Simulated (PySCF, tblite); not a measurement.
**H8NPSi2, a small molecule taken as a stand-in for a surface group (P on Si): NMR shifts, core binding energies and electronic excitations**

Aim: the NMR shifts, core binding energies and electronic excitations of `NP([SiH3])[SiH3]`.

Programs: tblite 0.8.0 and PySCF 2.14.0. All values are calculated, for the isolated system unless a continuum is named. Atoms count from 0, parts from 1.

### 1 Starting point

12 atoms, charge 0, multiplicity 1; geometry: distance geometry start.

### 2 Geometry optimisation with GFN2-xTB

What the job is given:

```
{"job": {"kind": "relax", "xc": "GFN2-xTB", "basis": "xTB"}, "charge": 0, "multiplicity": 1}
Si     2.238640     1.345811    -0.335959
P      0.401385     0.289133     0.116845
Si    -0.732332    -0.490763    -1.572701
N      0.406258    -0.741821     1.578616
H      2.953571     1.636111     0.837215
H      1.916687     2.566586    -0.986986
H      3.025152     0.567219    -1.177690
H     -1.864720     0.321414    -1.821151
H      0.106629    -0.469637    -2.724292
H     -1.148467    -1.807978    -1.303320
H      0.801675    -0.320510     2.410250
H     -0.415723    -1.359669     1.729052
```

With the program's defaults for keys left out, this is: GFN2-xTB geometry optimisation, gas phase.

On the command line:

```bash
OMP_NUM_THREADS=1 python cluster_run.py task.json out
```

One launch serves the whole session: the jobs run in the order shown.

The log of the run:

```text
step      E/eV     max force
  0    -352.13506    2.620
  1    -352.40323    2.263
  2    -352.79977    1.865
  3    -352.93011    1.237
  4    -352.98974    0.682
  5    -353.04373    0.654
  6    -353.08325    0.744
  7    -353.10691    0.593
  8    -353.15400    0.356
  9    -353.16959    0.284
 10    -353.18172    0.257
 11    -353.19402    0.349
 12    -353.20893    0.345
 13    -353.22139    0.326
 14    -353.23244    0.291
 15    -353.24234    0.253
 16    -353.25252    0.286
 17    -353.26268    0.283
 18    -353.26918    0.172
 19    -353.27326    0.156
 20    -353.27720    0.169
 21    -353.28173    0.192
 22    -353.28698    0.196
 23    -353.29131    0.157
 24    -353.29424    0.116
 25    -353.29609    0.102
 26    -353.29743    0.096
 27    -353.29837    0.077
 28    -353.29887    0.057
 29    -353.29917    0.048
 30    -353.29939    0.036
 31    -353.29955    0.035
 32    -353.29969    0.033
 33    -353.29989    0.041
 34    -353.30019    0.047
 35    -353.30053    0.044
 36    -353.30075    0.027
 37    -353.30087    0.026
 38    -353.30096    0.027
 39    -353.30113    0.035
 40    -353.30146    0.054
 41    -353.30195    0.059
 42    -353.30240    0.042
 43    -353.30265    0.030
 44    -353.30275    0.029
 45    -353.30288    0.033
 46    -353.30318    0.045
 47    -353.30377    0.065
 48    -353.30464    0.073
 49    -353.30527    0.054
 50    -353.30553    0.025
 51    -353.30564    0.027
 52    -353.30572    0.032
 53    -353.30585    0.047
 54    -353.30616    0.060
 55    -353.30636    0.053
 56    -353.30659    0.032
 57    -353.30675    0.029
 58    -353.30689    0.030
 59    -353.30703    0.034
 60    -353.30730    0.044
 61    -353.30790    0.077
 62    -353.30870    0.075
 63    -353.30943    0.241
 64    -353.31077    0.137
 65    -353.31221    0.055
 66    -353.31262    0.074
 67    -353.31292    0.088
 68    -353.31333    0.061
 69    -353.31361    0.053
 70    -353.31409    0.061
 71    -353.31458    0.067
 72    -353.31518    0.075
 73    -353.31606    0.080
 74    -353.31715    0.073
 75    -353.31796    0.077
 76    -353.31883    0.068
 77    -353.31988    0.071
 78    -353.32120    0.101
 79    -353.31829    0.252
 80    -353.32333    0.099
 81    -353.32474    0.092
 82    -353.32818    0.224
 83    -353.32993    0.133
 84    -353.33056    0.068
 85    -353.33093    0.060
 86    -353.33107    0.033
 87    -353.33121    0.016
 88    -353.33123    0.019
 89    -353.33131    0.018
 90    -353.33137    0.015
 91    -353.33143    0.015
 92    -353.33146    0.015
 93    -353.33150    0.019
 94    -353.33154    0.022
 95    -353.33158    0.020
 96    -353.33162    0.020
 97    -353.33166    0.019
 98    -353.33170    0.016
 99    -353.33172    0.017
100    -353.33174    0.014
101    -353.33177    0.015
102    -353.33181    0.018
103    -353.33186    0.019
104    -353.33192    0.018
105    -353.33196    0.019
106    -353.33200    0.016
107    -353.33203    0.016
108    -353.33208    0.020
109    -353.33216    0.025
110    -353.33226    0.023
111    -353.33237    0.026
112    -353.33247    0.026
113    -353.33260    0.035
114    -353.33275    0.034
115    -353.33287    0.028
116    -353.33298    0.018
117    -353.33306    0.020
118    -353.33313    0.020
119    -353.33320    0.020
120    -353.33326    0.021
121    -353.33333    0.024
122    -353.33344    0.029
123    -353.33357    0.034
124    -353.33370    0.027
125    -353.33382    0.024
126    -353.33390    0.017
127    -353.33394    0.016
128    -353.33398    0.013
129    -353.33399    0.011
130    -353.33400    0.009
131    -353.33401    0.007
```

Wall time 1.6 s (1 thread of Arm Neoverse V2, shared host).

The steps of the relaxation:

```csv
step,energy from step 0 (eV),largest force (eV/Å)
0,0.0000,2.6197
5,-0.9087,0.6540
10,-1.0467,0.2573
15,-1.1073,0.2530
20,-1.1421,0.1689
25,-1.1610,0.1017
30,-1.1643,0.0353
35,-1.1655,0.0446
40,-1.1664,0.0534
45,-1.1678,0.0336
50,-1.1705,0.0253
55,-1.1713,0.0525
60,-1.1722,0.0431
65,-1.1771,0.0555
70,-1.1790,0.0616
75,-1.1829,0.0765
80,-1.1883,0.0990
85,-1.1959,0.0600
90,-1.1963,0.0153
95,-1.1965,0.0197
100,-1.1967,0.0141
105,-1.1969,0.0185
110,-1.1972,0.0230
115,-1.1978,0.0287
120,-1.1982,0.0204
125,-1.1988,0.0240
130,-1.1989,0.0093
131,-1.1989,0.0065
```

Close pairs (by a distance rule), those that changed most:

```csv
bond,before (Å),after (Å),change (Å)
Si0–H6,1.390,1.465,+0.074
Si0–P1,2.167,2.236,+0.068
Si0–H4,1.404,1.467,+0.063
Si2–H9,1.407,1.467,+0.060
P1–Si2,2.179,2.236,+0.056
P1–N3,1.789,1.739,-0.050
Si2–H7,1.416,1.462,+0.046
Si0–H5,1.420,1.462,+0.041
```

### 3 Optimising the geometry at PBE0-D3(BJ)/def2-SVP

What the job is given:

```
{"job": {"xc": "PBE0", "basis": "def2-SVP", "d3": "d3bj", "grid": 2, "kind": "geom", "shake": 0.01}, "charge": 0, "multiplicity": 1}
Si     1.360856     1.263336     0.011980
P     -0.604156     0.418114     0.704172
Si    -1.360593    -0.559597    -1.169628
N      0.102039    -1.004891     1.433770
H      2.077829     1.682231     1.199344
H      1.007657     2.468326    -0.799939
H      2.179790     0.356546    -0.760907
H     -1.832489     0.514527    -2.027013
H     -0.332459    -1.343392    -1.848619
H     -2.437227    -1.451277    -0.749644
H      0.559811    -0.750932     2.292365
H     -0.682567    -1.620575     1.731118
```

The log of the run:

```text
step   0  E = -979.12084333  max force = 0.026863
step   1  E = -979.12664178  max force = 0.006793
step   2  E = -979.12697170  max force = 0.000922
step   3  E = -979.12701115  max force = 0.000622
step   4  E = -979.12702273  max force = 0.000308
optimisation converged
```

Run time: 32 s. Hardware: 1 thread of Arm Neoverse V2, shared host; peak memory 0.57 GiB.

Step by step:

```csv
step,energy from step 0 (eV),largest force component (eV/Å)
0,0.0000,1.3814
1,-0.1578,0.3493
2,-0.1668,0.0474
3,-0.1678,0.0320
4,-0.1682,0.0158
```

Close pairs (by a distance rule), those that changed most:

```csv
bond,before (Å),after (Å),change (Å)
Si0–H6,1.446,1.495,+0.049
Si0–H4,1.449,1.496,+0.047
Si2–H7,1.453,1.495,+0.042
Si2–H9,1.460,1.496,+0.036
Si2–H8,1.460,1.495,+0.035
P1–N3,1.748,1.778,+0.030
N3–H11,1.041,1.020,-0.020
P1–Si2,2.245,2.264,+0.020
```

The next job starts from the end point, and lists it.

```csv
at the end point,value
"rotational constants (GHz, main isotopes)","3.807, 2.395, 1.756"
dipole moment (D),1.18
```

### 4 NMR shieldings: PBE0/pcSseg-2

What the job is given:

```
{"job": {"kind": "nmr", "xc": "PBE0", "basis": "pcSseg-2"}, "charge": 0, "multiplicity": 1}
Si     1.281624     1.266929    -0.038201
P     -0.653965     0.440674     0.800421
Si    -1.276996    -0.525789    -1.150300
N      0.058597    -1.015921     1.530199
H      2.135489     1.677586     1.119090
H      0.957026     2.477157    -0.853844
H      2.037848     0.277457    -0.865001
H     -1.798551     0.548730    -2.049032
H     -0.169887    -1.269312    -1.825830
H     -2.382867    -1.486325    -0.847193
H      0.535570    -0.759951     2.395219
H     -0.685638    -1.659201     1.801581
```

Method: GIAO PBE0/pcSseg-2 NMR shielding, non-relativistic, gas phase.

The log of the run:

```text
coarse grid: 10896 points
cycle   1  E = -979.4907815565  dE = -1.091e-01  |g| = 3.516e-01  |ddm| = 2.485e+00
cycle   2  E = -979.4702504216  dE =  2.053e-02  |g| = 4.551e-01  |ddm| = 5.175e-01
cycle   3  E = -979.5138607531  dE = -4.361e-02  |g| = 7.800e-02  |ddm| = 3.477e-01
cycle   4  E = -979.5152155093  dE = -1.355e-03  |g| = 1.195e-02  |ddm| = 7.362e-02
cycle   5  E = -979.5152481715  dE = -3.266e-05  |g| = 4.252e-03  |ddm| = 1.840e-02
cycle   6  E = -979.5152526082  dE = -4.437e-06  |g| = 9.680e-04  |ddm| = 5.631e-03
final grid: 89752 points
cycle   7  E = -979.5271346487  dE = -4.166e-05  |g| = 5.909e-03  |ddm| = 2.148e-02
cycle   8  E = -979.5271241038  dE =  1.054e-05  |g| = 9.079e-03  |ddm| = 8.230e-03
cycle   9  E = -979.5271414827  dE = -1.738e-05  |g| = 5.353e-04  |ddm| = 5.611e-03
cycle  10  E = -979.5271415419  dE = -5.915e-08  |g| = 1.714e-04  |ddm| = 6.889e-04
cycle  11  E = -979.5271415495  dE = -7.562e-09  |g| = 3.739e-05  |ddm| = 2.235e-04
cycle  12  E = -979.5271415499  dE = -4.181e-10  |g| = 1.060e-05  |ddm| = 7.172e-05
converged SCF energy = -979.5271415499

GIAO shielding tensors (ppm)
atom      isotropic    diamagn.    paramagn.     s11        s22        s33       span
  0 Si     406.264     879.348    -473.084    348.568    411.974    458.252    109.684
  1 P      396.767     965.644    -568.877    179.027    310.595    700.679    521.652
  2 Si     406.294     879.392    -473.098    348.939    411.365    458.577    109.639
  3 N      267.661     311.767     -44.106    218.570    250.554    333.858    115.288
  4 H       26.980      29.058      -2.078     23.636     25.219     32.086      8.451
  5 H       27.103      29.037      -1.934     24.186     24.783     32.341      8.155
  6 H       27.164      29.240      -2.076     23.712     26.232     31.546      7.834
  7 H       27.098      29.041      -1.943     24.189     24.799     32.306      8.116
  8 H       27.139      29.258      -2.118     23.698     26.184     31.535      7.837
  9 H       26.967      29.077      -2.110     23.616     25.184     32.101      8.485
 10 H       31.866      31.515       0.351     22.855     29.323     43.419     20.564
 11 H       31.856      31.607       0.249     22.801     29.467     43.298     20.497
```

Wall time 46 s (1 thread of Arm Neoverse V2, shared host); peak memory 1 GiB.

Shifts follow as δ = σ(reference) − σ, with reference shieldings (ppm) from runs at the same level and on the same kind of geometry: $^{1}$H TMS 31.25, $^{29}$Si TMS 341.3, $^{15}$N NH3 261.7, $^{31}$P H3PO4 296.6. The references are single molecules in the gas phase, so shifts against H2O, NH3, PH3, H3PO4 or CFCl3 are not on the usual liquid scales and can be off by tens of ppm. Atoms listed in one row are averaged.

```csv
atoms,environment,σ (ppm),δ (ppm)
"H4, H9",hydrogen on a silicon bonded to P,26.97,4.27
"H5, H7",hydrogen on a silicon bonded to P,27.10,4.14
H8,hydrogen on a silicon bonded to P,27.14,4.11
H6,hydrogen on a silicon bonded to P,27.16,4.08
H11,hydrogen on a nitrogen bonded to P,31.86,-0.61
H10,hydrogen on a nitrogen bonded to P,31.87,-0.62
"Si0, Si2","silicon bonded to P, 3 H",406.3,-65.0
P1,"phosphorus bonded to N, 2 Si",396.8,-100.2
N3,"nitrogen bonded to P, 2 H",267.7,-6.0
```

The run also stored atomic charges by several schemes (e):

```csv
atoms,Mulliken,IAO,Hirshfeld,ESP fit
"Si0, Si2",0.43,0.40,0.24,0.26
P1,-0.07,0.08,0.01,-0.17
N3,-0.44,-0.79,-0.28,-0.83
```

Mayer bond orders: Si0–P1 0.95, P1–Si2 0.95, P1–N3 0.83.

### 5 Core holes by ΔSCF: SCAN, X2C

Same as in step 4 but for these lines:

```diff
@@ -1,2 +1,2 @@
-{"job": {"kind": "nmr", "xc": "PBE0", "basis": "pcSseg-2"}, "charge": 0, "multiplicity": 1}
+{"job": {"kind": "xps", "holes": 5}, "charge": 0, "multiplicity": 1}
 Si     1.281624     1.266929    -0.038201
```

Method: delta-SCF UKS SCAN, pcX-2 on the ionised atom, pcseg-1 elsewhere, spin-free X2C.

The log of the run:

```text
ground state, core basis on atom 0 (Si), 150 functions
  cycle   1  E = -981.77200297  |g| = 3.81e-01
  cycle   2  E = -981.71391170  |g| = 6.08e-01
  cycle   3  E = -981.80354412  |g| = 8.85e-02
  cycle   4  E = -981.80585012  |g| = 2.55e-02
  cycle   5  E = -981.80606189  |g| = 8.87e-03
  cycle   6  E = -981.80608739  |g| = 2.39e-03
  cycle   7  E = -981.80609177  |g| = 8.74e-04
  cycle   8  E = -981.80609403  |g| = 2.04e-04
  E(ground) = -981.85177932 Eh
hole in Si 2p of atom 0
  cycle   1  E = -977.53480703  |g| = 1.23e+00
  cycle   2  E = -977.11617533  |g| = 1.26e+00
  cycle   3  E = -977.74491016  |g| = 4.12e-01
  cycle   4  E = -977.85672010  |g| = 1.61e-01
  cycle   5  E = -977.86723757  |g| = 8.23e-02
  cycle   6  E = -977.87093004  |g| = 2.07e-02
  cycle   7  E = -977.87117318  |g| = 6.32e-03
  cycle   8  E = -977.87119872  |g| = 2.47e-03
  cycle   9  E = -977.87120265  |g| = 4.75e-04
  E(ion) = -977.92824471 Eh   <S^2> = 0.7537   hole on atom = 1.002   binding energy = 106.765 eV
  2p3/2 = 106.546 eV   2p1/2 = 107.169 eV
ground state, core basis on atom 1 (P), 150 functions
  cycle   1  E = -981.83123306  |g| = 3.41e-01
  cycle   2  E = -981.83094665  |g| = 4.77e-02
  cycle   3  E = -981.82995440  |g| = 7.67e-02
  cycle   4  E = -981.83168148  |g| = 7.56e-03
  cycle   5  E = -981.83169447  |g| = 4.10e-03
  cycle   6  E = -981.83169684  |g| = 4.67e-04
  E(ground) = -981.88863183 Eh
hole in P 2p of atom 1
  cycle   1  E = -976.40431875  |g| = 1.39e+00
  cycle   2  E = -975.88788624  |g| = 1.48e+00
  cycle   3  E = -976.68629567  |g| = 4.41e-01
  cycle   4  E = -976.79008871  |g| = 2.03e-01
  cycle   5  E = -976.80473985  |g| = 1.03e-01
  cycle   6  E = -976.81063115  |g| = 1.20e-02
  cycle   7  E = -976.81069221  |g| = 7.66e-03
  cycle   8  E = -976.81073117  |g| = 1.51e-03
  cycle   9  E = -976.81073419  |g| = 6.39e-04
  cycle  10  E = -976.81073494  |g| = 2.73e-04
  E(ion) = -976.87833218 Eh   <S^2> = 0.7545   hole on atom = 1.002   binding energy = 136.337 eV
  2p3/2 = 136.112 eV   2p1/2 = 137.005 eV
ground state, core basis on atom 3 (N), 139 functions
  cycle   1  E = -981.72794576  |g| = 8.40e-02
  cycle   2  E = -981.72707122  |g| = 6.80e-02
  cycle   3  E = -981.72806283  |g| = 3.94e-02
  cycle   4  E = -981.72847728  |g| = 9.89e-03
  cycle   5  E = -981.72850119  |g| = 8.94e-04
  cycle   6  E = -981.72850492  |g| = 1.04e-04
  E(ground) = -981.81402458 Eh
hole in N 1s of atom 3
  cycle   1  E = -966.13612077  |g| = 1.86e+00
  cycle   2  E = -965.31205291  |g| = 2.15e+00
  cycle   3  E = -966.77339140  |g| = 4.23e-01
  cycle   4  E = -966.83385815  |g| = 1.50e-01
  cycle   5  E = -966.84801979  |g| = 4.46e-02
  cycle   6  E = -966.84938211  |g| = 1.31e-02
  cycle   7  E = -966.84950822  |g| = 3.83e-03
  cycle   8  E = -966.84952162  |g| = 1.36e-03
  cycle   9  E = -966.84952294  |g| = 6.82e-04
  cycle  10  E = -966.84952424  |g| = 1.73e-04
  E(ion) = -966.93419254 Eh   <S^2> = 0.7688   hole on atom = 1.000   binding energy = 404.901 eV
```

It took 19 s on 1 thread of Arm Neoverse V2, shared host; peak memory 0.51 GiB.

Binding energies by hole, beside the orbital energy of the ground state; the difference holds orbital relaxation and, for a density functional, its self-interaction error:

```csv
hole,stands for,environment,ΔSCF (eV; 2p as the shell's mean),−ε (eV),⟨S²⟩
Si2p on Si0,"Si0, Si2","silicon bonded to P, 3 H",106.75,96.3,0.754
P2p on P1,P1,"phosphorus bonded to N, 2 Si",136.41,125.9,0.755
N1s on N3,N3,"nitrogen bonded to P, 2 H",404.90,386.1,0.769
```

Each hole run stands for the others of its class of like atoms.

With the spin-orbit splitting: Si0 2p3/2 106.55, 2p1/2 107.17 eV; P1 2p3/2 136.11, 2p1/2 137.01 eV. The table gives each 2p level as the mean over the whole 2p shell (two parts 2p3/2, one part 2p1/2), which differs a little from the single hole in the log.

### 6 TDDFT and polarisability: CAM-B3LYP/def2-SVPD

Same as in step 5 but for these lines:

```diff
@@ -1,2 +1,2 @@
-{"job": {"kind": "xps", "holes": 5}, "charge": 0, "multiplicity": 1}
+{"job": {"kind": "uv", "xc": "CAM-B3LYP", "basis": "def2-SVPD", "nstates": 6, "ntriplets": 2, "ip": true}, "charge": 0, "multiplicity": 1}
 Si     1.281624     1.266929    -0.038201
```

Level: TDDFT CAM-B3LYP/def2-SVPD, vertical, gas phase, core orbitals frozen in the response.

The log of the run:

```text
coarse grid: 10896 points
cycle   1  E = -979.4121787642  dE = -1.313e-01  |g| = 3.106e-01  |ddm| = 3.883e+00
cycle   2  E = -979.4191524724  dE = -6.974e-03  |g| = 3.048e-01  |ddm| = 1.253e+00
cycle   3  E = -979.4391847311  dE = -2.003e-02  |g| = 5.825e-02  |ddm| = 4.487e-01
cycle   4  E = -979.4400482520  dE = -8.635e-04  |g| = 9.393e-03  |ddm| = 1.060e-01
cycle   5  E = -979.4400862801  dE = -3.803e-05  |g| = 2.852e-03  |ddm| = 4.008e-02
cycle   6  E = -979.4400896673  dE = -3.387e-06  |g| = 7.230e-04  |ddm| = 9.183e-03
final grid: 89752 points
cycle   7  E = -979.5557650839  dE = -8.341e-06  |g| = 2.129e-03  |ddm| = 2.579e-02
cycle   8  E = -979.5557647630  dE =  3.209e-07  |g| = 2.601e-03  |ddm| = 5.847e-03
cycle   9  E = -979.5557662625  dE = -1.499e-06  |g| = 1.779e-04  |ddm| = 3.487e-03
cycle  10  E = -979.5557662740  dE = -1.155e-08  |g| = 1.008e-04  |ddm| = 5.251e-04
cycle  11  E = -979.5557662781  dE = -4.087e-09  |g| = 1.443e-05  |ddm| = 2.661e-04
cycle  12  E = -979.5557662783  dE = -2.308e-10  |g| = 5.364e-06  |ddm| = 7.118e-05
converged SCF energy = -979.5557662783

Static polarisability (au): isotropic 95.713, principal 82.133 95.980 109.026

Singlet excitations
state   eV       nm        f      main configurations
  1   4.5436    272.9   0.01127   H->L 0.95
  2   5.6187    220.7   0.08542   H->L+1 0.89
  3   5.7088    217.2   0.03259   H->L+2 0.69, H->L+3 0.24
  4   6.0217    205.9   0.00408   H->L+4 0.42, H->L+3 0.39, H->L+2 0.12
  5   6.4274    192.9   0.07827   H->L+4 0.48, H->L+3 0.27, H->L+2 0.09
  6   6.6856    185.4   0.06674   H-1->L 0.84

Triplet excitations (Tamm-Dancoff, eV): 3.9275 4.7835
Vertical ionisation energy (delta-SCF) = 8.2604 eV
```

It took 37 s on 1 thread of Arm Neoverse V2, shared host; peak memory 0.82 GiB.

The orbitals next to the gap, with their largest atomic shares:

```csv
orbital,eV,atoms
HOMO−3,-11.08,"Si0 22 %, Si2 21 %, H6 19 %"
HOMO−2,-10.64,"N3 43 %, P1 18 %, Si2 8 %"
HOMO−1,-9.55,"P1 35 %, Si2 19 %, Si0 19 %"
HOMO,-7.58,"P1 47 %, N3 29 %, Si0 8 %"
LUMO,0.50,"P1 28 %, N3 14 %, Si2 13 %"
LUMO+1,0.96,"P1 26 %, Si2 22 %, Si0 22 %"
LUMO+2,1.15,"Si2 26 %, Si0 26 %, H9 9 %"
```

With each of the 6 states as a Gaussian band of 0.4 eV half-width at 1/e, the curve within the window shown has maxima at 272 nm (ε 460), 218 nm (ε 4,900), 189 nm (ε 5,400) L/(mol cm). Beyond the last state computed it falls off for lack of states. The curve at chosen wavelengths:

```tsv
nm	ε (L/mol/cm)
177	1992
182	3883
188	5311
193	5028
199	3840
204	3395
210	3977
215	4692
221	4770
226	4010
231	2874
237	1612
242	904
248	475
253	361
259	371
264	418
269	453
275	453
280	415
286	341
291	270
297	189
302	133
308	82
313	52
```

Further results of this job:

```csv
property,computed
dipole moment (D),0.98
polarisability (Å³),14.18
HOMO–LUMO gap (eV),8.08
−ε(HOMO) (eV),7.58
```

### 7 Summary of results

```
                                                                     quantity                                     value
                                         rotational constants (main isotopes)                      3.81, 2.40, 1.76 GHz
  $^{1}$H shifts against TMS (PBE0/pcSseg-2, means over atoms taken as alike)  4.27, 4.14, 4.11, 4.08, -0.61, -0.62 ppm
$^{29}$Si shifts against TMS (PBE0/pcSseg-2, means over atoms taken as alike)                                 -65.0 ppm
                                $^{31}$P shifts against H3PO4 (PBE0/pcSseg-2)                                -100.2 ppm
                                  $^{15}$N shifts against NH3 (PBE0/pcSseg-2)                                  -6.0 ppm
                                            Si2p binding energies, SCAN/pcX-2                             Si0 106.75 eV
                                             P2p binding energies, SCAN/pcX-2                              P1 136.41 eV
                                             N1s binding energies, SCAN/pcX-2                              N3 404.90 eV
                                         lowest singlet (CAM-B3LYP/def2-SVPD)               4.54 eV (273 nm), f = 0.011
                                     brightest single state of those computed               state 2, 5.62 eV, f = 0.085
                                                               lowest triplet                                   3.93 eV
                                            vertical ionisation energy (ΔSCF)                                   8.26 eV
```

The start of the PBE0/def2-SVP relaxation was shaken at random by about 0.01 Å, so part of the energy gained, and of the first lengths quoted, undoes that. Relaxing lowered the energy by 0.168 eV in 4 steps; the close pair that moved most is Si0–H6, from 1.446 to 1.495 Å (PBE0/def2-SVP). No frequency check was run at this level, so the end point may be a saddle. Hydrogens of an XH3 group are listed apart at this fixed geometry; free rotation makes them one line at their mean. At PBE0/pcSseg-2: The widest tensor belongs to P1: span 522 ppm, with a paramagnetic part of -569 ppm. The first singlet state (HOMO→LUMO 0.95) lies at 4.54 eV and is weak; of the 6 states computed, the strongest absorption comes from state 2 at 5.62 eV (the last state computed absorbs too, and its partners may lie past the list). The lowest triplet lies 0.62 eV below the lowest singlet (triplets in Tamm-Dancoff, singlets in full TDDFT). The orbital energy would give 7.58 eV for ionisation, ΔSCF gives 8.26 eV. A capped cluster stands for the solid here, so long-range fields and strain are missing, and bands or shifts of the capping hydrogens have no counterpart in it.
